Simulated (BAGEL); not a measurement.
# CHFGaN (SMILES N#[C][GaH][F]), step by step

We compute a single-point energy (HF/cc-pVDZ), then a single-point energy (NEVPT2(2,2)/cc-pVDZ), then a single-point energy (CASPT2(2,2)/cc-pVDZ) of CHFGaN. 

Program for the calculation: BAGEL 1.2.2.

1 further run of the same task is left out (set aside as unsound or not needed).

## (1) Starting point

CHFGaN has 5 atoms, charge 0, and is taken as a singlet. As SMILES, `N#[C][GaH][F]`. The Ga3–H5 distance was set to 2.077 Å, away from the relaxed value.

Bond lengths: N1–C2 1.152 Å, C2–Ga3 1.931 Å, Ga3–F4 1.741 Å. Angles: N1–C2–Ga3 177.5°, C2–Ga3–F4 112.3°.

## (2) The energy at HF/cc-pVDZ (density fitting with svp-jkfit) (run 1)

input.json reads:

```json
{ "bagel": [

{
  "title": "molecule",
  "basis": "cc-pvdz.json",
  "df_basis": "svp-jkfit",
  "geometry": [
    { "atom": "N", "xyz": [  2.00383535, -4.09975705,  2.51151216 ] },
    { "atom": "C", "xyz": [  0.92102228, -2.60214909,  1.35934614 ] },
    { "atom": "Ga", "xyz": [ -0.78105404,  0.01266494, -0.53378149 ] },
    { "atom": "F", "xyz": [ -3.54950282, -1.06920326, -1.94559588 ] },
    { "atom": "H", "xyz": [  0.33863892,  3.74675999, -0.99324005 ] }
  ]
},
{
  "title": "hf"
},
{
  "title": "print",
  "file": "orbitals.molden",
  "orbitals": "true"
}

]}
```

The basis set cc-pVDZ is read from a file made from the Basis Set Exchange's data (not shown).

Command:

```
$ BAGEL_NUM_THREADS=1 BAGEL input.json > input.out
```

What it wrote:

```text
* using 1 threads per process

  ===============================================================
  ===============================================================

  *** Geometry ***

  { "atom" : "N", "xyz" : [      2.003835,     -4.099757,      2.511512 ] },
  { "atom" : "C", "xyz" : [      0.921022,     -2.602149,      1.359346 ] },
  { "atom" : "Ga", "xyz" : [     -0.781054,      0.012665,     -0.533781 ] },
  { "atom" : "F", "xyz" : [     -3.549503,     -1.069203,     -1.945596 ] },
  { "atom" : "H", "xyz" : [      0.338639,      3.746760,     -0.993240 ] },

  Number of auxiliary basis functions:      513

  Since a DF basis is specified, we compute 2- and 3-index integrals:
    o Being stored without compression. Storage requirement is 0.022 GB

  Number of basis functions:       74
  Number of electrons      :       54

    * METHOD: MOLECULE                             0.22

  *** RHF ***

  === Nuclear Repulsion ===
   220.8086757402

      * DIIS with orbital gradients will be used.

  === RHF iteration (cc-pvdz.json) ===
      0      -2115.28060282          0.02095629           0.06
      1      -2115.39015587          0.01875009           0.06
      2      -2115.55132478          0.00189773           0.06
[... 13 lines of this table left out ...]
     16      -2115.55433349          0.00000000           0.06
    * SCF iteration converged.

    * Permanent dipole moment:
           (   -0.106903,    -0.996613,     0.243774) a.u.

    * METHOD: HF                                   1.20

    * METHOD: PRINT                                0.01

  ===============================================================
```

Run time: 1.6 s. Hardware: 1 thread of Arm Neoverse V2, shared host; peak memory 0.14 GiB.

## (3) The energy at NEVPT2(2,2)/cc-pVDZ (density fitting with svp-jkfit) (run 2)

nevpt2.json reads:

```json
{ "bagel": [

{
  "title": "molecule",
  "basis": "cc-pvdz.json",
  "df_basis": "svp-jkfit",
  "geometry": [
    { "atom": "N", "xyz": [     2.00383535,    -4.09975705,     2.51151216 ] },
    { "atom": "C", "xyz": [     0.92102228,    -2.60214909,     1.35934614 ] },
    { "atom": "Ga", "xyz": [    -0.78105404,     0.01266494,    -0.53378149 ] },
    { "atom": "F", "xyz": [    -3.54950282,    -1.06920326,    -1.94559588 ] },
    { "atom": "H", "xyz": [     0.33863892,     3.74675999,    -0.99324005 ] }
  ]
},

{
  "title": "hf"
},

{
  "title": "casscf",
  "nstate": 1,
  "nact": 2,
  "nclosed": 26,
  "active": [27, 29],
  "maxiter": 200,
  "natocc": true
},

{
  "title": "nevpt2",
  "nstate": 1,
  "nact": 2,
  "nclosed": 26,
  "active": [27, 29],
  "maxiter": 200,
  "natocc": true,
  "ncore": 12
},

{
  "title": "print",
  "file": "orbitals.molden",
  "orbitals": true
}

]}
```

The basis set cc-pVDZ is read from a file made from the Basis Set Exchange's data (not shown).

Command:

```
$ BAGEL_NUM_THREADS=1 BAGEL nevpt2.json > nevpt2.out
```

What it wrote:

```text
* using 1 threads per process

  ===============================================================
  ===============================================================

  *** Geometry ***

[... 29 lines left out ...]
    * SCF iteration converged.
[... 1 line left out ...]
    * Permanent dipole moment:
[... 27 lines left out ...]
    * Second-order optimization converged. *
[... 9 lines left out ...]
     * ci vector, state   0, <S^2> = 0.0000
[... 3 lines left out ...]
    * METHOD: CASSCF                               3.31

    * freezing 12 orbitals

  === DF-NEVPT2 calculation ===

    * 3-index integral transformation done
    * assembly done

      NEVPT2 correlation energy:   -0.5246284712      0.11

          (+0)     -0.4951062131
          (+0)'    -0.0028397824
          (+1)     -0.0105772606
          (+1)'    -0.0000000000
          (+2)     -0.0001936935
          (-1)     -0.0100535610
          (-1)'     0.0000000000
          (-2)     -0.0058579606

      NEVPT2 total energy:       -2116.1055304231

    * METHOD: NEVPT2                               0.22

    * METHOD: PRINT                                0.01

  ===============================================================
```

It took 5.4 s on 1 thread of Arm Neoverse V2, shared host; peak memory 0.14 GiB.

## (4) A single-point energy at CASPT2(2,2)/cc-pVDZ (density fitting with svp-jkfit) (run 3)

Changes to input.json since step 2:

```diff
@@ -6,2 +6,3 @@
   "df_basis": "svp-jkfit",
+  "angstrom": false,
   "geometry": [
@@ -18,5 +19,24 @@
 {
+  "title": "casscf",
+  "nstate": 1,
+  "nact": 2,
+  "nclosed": 26,
+  "active": [27, 29],
+  "maxiter": 200,
+  "natocc": true
+},
+{
   "title": "print",
   "file": "orbitals.molden",
-  "orbitals": "true"
+  "orbitals": true
+},
+{
+  "title": "smith",
+  "method": "caspt2",
+  "ms": true,
+  "xms": true,
+  "sssr": true,
+  "shift": 0.2,
+  "shift_imag": true,
+  "ncore": 12
 }
```

The basis set cc-pVDZ is read from a file made from the Basis Set Exchange's data (not shown).

Command:

```
$ BAGEL_NUM_THREADS=1 BAGEL input.json > input.out
```

What it wrote:

```text
* using 1 threads per process

  ===============================================================
  ===============================================================

  *** Geometry ***

[... 31 lines left out ...]
    * Permanent dipole moment:
[... 37 lines left out ...]
     * ci vector, state   0, <S^2> = 0.0000
[... 21 lines left out ...]
       #      aibj      arbs      arbi      airj      risj      airs      arst      rist         Etot      error   time
[... 8 lines left out ...]
      ------------------------------------------------------------------------------------------------------------------

    * CASPT2 energy : state  0    -2116.1097853552
        w/o shift correction      -2116.1068348119
        reference weight              0.8530080327

    * METHOD: SMITH                                0.48

  ===============================================================
```

Wall time 5.4 s (1 thread of Arm Neoverse V2, shared host); peak memory 0.16 GiB.

## (5) Results

| quantity | value |
| --- | --- |
| run 1, HF/cc-pVDZ: total energy | -2115.55433 Eh |
| run 1, HF/cc-pVDZ: dipole moment | 2.62 D |
| run 1, HF/cc-pVDZ: HOMO energy | -12.11 eV |
| run 1, HF/cc-pVDZ: LUMO energy | 0.30 eV |
| run 1, HF/cc-pVDZ: HOMO–LUMO gap | 12.41 eV |
| run 2, NEVPT2(2,2)/cc-pVDZ: total energy | -2116.10553 Eh |
| run 3, CASPT2(2,2)/cc-pVDZ: total energy | -2116.10979 Eh |
